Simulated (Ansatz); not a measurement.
# C2H3FSi: a ladder of functionals and wavefunction methods

Aim: compute C2H3FSi with functionals from several rungs and with coupled cluster, and see how far each lands from CCSD(T) at the basis-set limit for the atomisation energy.

Program: Ansatz 0.2.0, Gaussian basis. Level of theory: functionals in def2-TZVPP, the program's frozen cores in correlated methods. These are calculated values, not measurements.

Levels to be run: LDA (SPW92), PBE-D4, revPBE-D4, BLYP-D4, r2SCAN-D4, B97M-V, PBE0-D4, B3LYP-D4, r2SCANh-D4, r2SCAN0-D4, HSE06-D4, BHLYP-D4, CAM-B3LYP-D4, LC-ωPBE, ωB97X-V, ωB97M-V, B2PLYP, PBE-QIDH; CCSD(T)/def2-SVP; CCSD(T)/def2-TZVPP; MP2/def2-QZVPP; extrapolation to the limit; RPA on PBE.

### Step 1. The relaxed structure

The geometry comes from an earlier relaxation with PBE0-D4 in a triple-zeta def2 set; it is a stationary point, not always the lowest conformer.

SMILES `F[SiH]1C=C1`, 7 atoms, charge 0, spin multiplicity 1.

Atoms are counted from 1 here; the program's logs count them from 0.

Bond lengths: F1–Si2 1.595 Å, Si2–C3 1.780 Å, Si2–C4 1.780 Å, Si2–H5 1.472 Å, C3–C4 1.347 Å, C3–H6 1.084 Å, C4–H7 1.084 Å. Angles: F1–Si2–C3 122.3°, F1–Si2–C4 122.3°, F1–Si2–H5 105.7°, C3–Si2–C4 44.5°, C3–Si2–H5 125.7°, C4–Si2–H5 125.7°, Si2–C3–C4 67.8°, Si2–C3–H6 158.3°, C4–C3–H6 133.9°, Si2–C4–C3 67.8°, Si2–C4–H7 158.3°, C3–C4–H7 133.9°.

### Step 2. LDA

This LDA is Slater exchange with PW92 correlation.

Contents of in.yaml:

```yaml
crystal:
  periodic: [false, false, false]
  atoms:
    - {symbol: F, position_ang: [-1.834760, -1.249659, 0.027483]}
    - {symbol: Si, position_ang: [-0.739719, -0.201894, -0.470201]}
    - {symbol: C, position_ang: [0.317130, 0.677847, 0.660762]}
    - {symbol: C, position_ang: [0.969318, -0.309471, 0.017207]}
    - {symbol: H, position_ang: [-1.235951, 0.309836, -1.758114]}
    - {symbol: H, position_ang: [0.602623, 1.397176, 1.419423]}
    - {symbol: H, position_ang: [1.982559, -0.691836, 0.057740]}
basis:
  gaussian: {orbitals: def2-TZVPP}
hamiltonian: {xc: lda}
output: {orbitals: {seedname: orbitals}}
```

Started as:

```bash
> ansatz run in.yaml --threads 2 --pin off --events-out ev --progress --plain --max-ram 4352MiB
```

After this run come: PBE-D4 (GGA); revPBE-D4 (GGA); BLYP-D4 (GGA); r2SCAN-D4 (meta-GGA); B97M-V (meta-GGA); PBE0-D4 (hybrid); B3LYP-D4 (hybrid); r2SCANh-D4 (hybrid); r2SCAN0-D4 (hybrid); HSE06-D4 (hybrid); BHLYP-D4 (hybrid); CAM-B3LYP-D4 (range-separated); LC-ωPBE (range-separated); ωB97X-V (range-separated); ωB97M-V (range-separated); B2PLYP (double hybrid); PBE-QIDH (double hybrid); CCSD(T) in def2-SVP; CCSD(T) in def2-TZVPP; MP2 in def2-QZVPP; RPA on PBE orbitals.

Before running them: what should the planned runs give, taken together? Wanted: atomisation energy, CCSD(T)/CBS; farthest beyond LDA; mean size of error, GGA; mean size of error, meta-GGA; mean size of error, hybrid; mean size of error, range-separated; mean size of error, double hybrid; gap, smallest and largest; T1 diagnostic.

The runs gave:

```
                               quantity                                                                                                           value
        atomisation energy, CCSD(T)/CBS                                                                                                  675.3 kcal/mol
functionals within 3.4 kcal/mol (0.5 %)  BLYP-D4, r2SCAN-D4, PBE0-D4, B3LYP-D4, r2SCANh-D4, HSE06-D4, CAM-B3LYP-D4, LC-ωPBE, ωB97X-V, ωB97M-V, PBE-QIDH
                    farthest beyond LDA                                                                                       BHLYP-D4 (-24.2 kcal/mol)
                mean size of error, GGA                                                                                                    7.2 kcal/mol
           mean size of error, meta-GGA                                                                                                    3.6 kcal/mol
             mean size of error, hybrid                                                                                                    7.1 kcal/mol
    mean size of error, range-separated                                                                                                    1.1 kcal/mol
      mean size of error, double hybrid                                                                                                    4.7 kcal/mol
              gap, smallest and largest                                                                       4.72 eV (LDA (SPW92)), 12.29 eV (LC-ωPBE)
                          T1 diagnostic                                                                                                          0.0121
triples share of the correlation energy                                                                                                           3.9 %
```

The LDA atomisation energy is off by 98.9 kcal/mol (15 %): it overbinds. PBE-D4 misses by +15.1 kcal/mol. Double hybrids carry the basis error of their MP2 part in triple zeta, and no dispersion term here, so their miss is partly the set-up's. By mean error the best rung here is range-separated (1.1 kcal/mol) and the worst beyond LDA is GGA (7.2 kcal/mol). Misses under about 3.4 kcal/mol are within the doubt on the reference itself, which lacks core-valence correlation, relativity and higher excitations. Hartree-Fock recovers 73 % of the binding; the rest is correlation. CCSD(T) in def2-SVP is off by -43.3 kcal/mol, more than most functionals: a good method in a small basis is no reference. The gap grows from 4.7 to 12.3 eV across the functionals, mostly with the share of exact exchange.
